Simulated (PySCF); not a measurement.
# C3H10OSi: the cost of one run

Computed with PySCF 2.14.0, with density-fitted response routines of our own, on a single molecule in the gas phase. Atoms count from 0, in the outputs and in this text.

## (1) Starting geometry

15 atoms, charge 0, multiplicity 1; geometry from: GFN2-xTB. The atoms were then displaced at random by about 0.01 Å, so the start is not that level's minimum.

Bonds of the start (Å): C0–C1 1.50, C1–C2 1.54, C1–O3 1.43, O3–Si4 1.58, C0–H5 1.11, C0–H6 1.10, C0–H7 1.10, C1–H8 1.12, C2–H9 1.09, C2–H10 1.09, C2–H11 1.06, Si4–H12 1.45, Si4–H13 1.43, Si4–H14 1.46.

## (2) Optimising the geometry at PBE0-D3(BJ)/def2-SVP

Job settings and geometry (Å):

```
{"job": {"xc": "PBE0", "basis": "def2-SVP", "d3": "d3bj", "grid": 1, "shake": 0.01, "kind": "geom"}, "charge": 0, "multiplicity": 1}
C     -0.707350     1.244000     0.450270
C     -0.330080    -0.200280     0.575550
C     -1.551310    -1.120150     0.414680
O      0.648150    -0.547600    -0.404850
Si     2.125930    -0.066100    -0.678690
H     -1.483160     1.525440     1.187370
H     -1.123070     1.447100    -0.546740
H      0.154930     1.914510     0.584320
H      0.126490    -0.346910     1.588360
H     -1.223600    -2.157440     0.529190
H     -2.282900    -0.899940     1.193670
H     -1.967220    -0.978920    -0.553770
H      2.936610    -0.221200     0.516040
H      2.462560    -0.953400    -1.749800
H      2.198680     1.343540    -1.055290
```

Run with:

```sh
$ OMP_NUM_THREADS=1 python probes_run.py task.json out
```

This one command runs all jobs of the session in turn.

**Question.** How long does this first job take on 1 thread of Arm Neoverse N1, shared host, and how much memory does it need?

About 86 s, with a peak of 0.5 GiB.
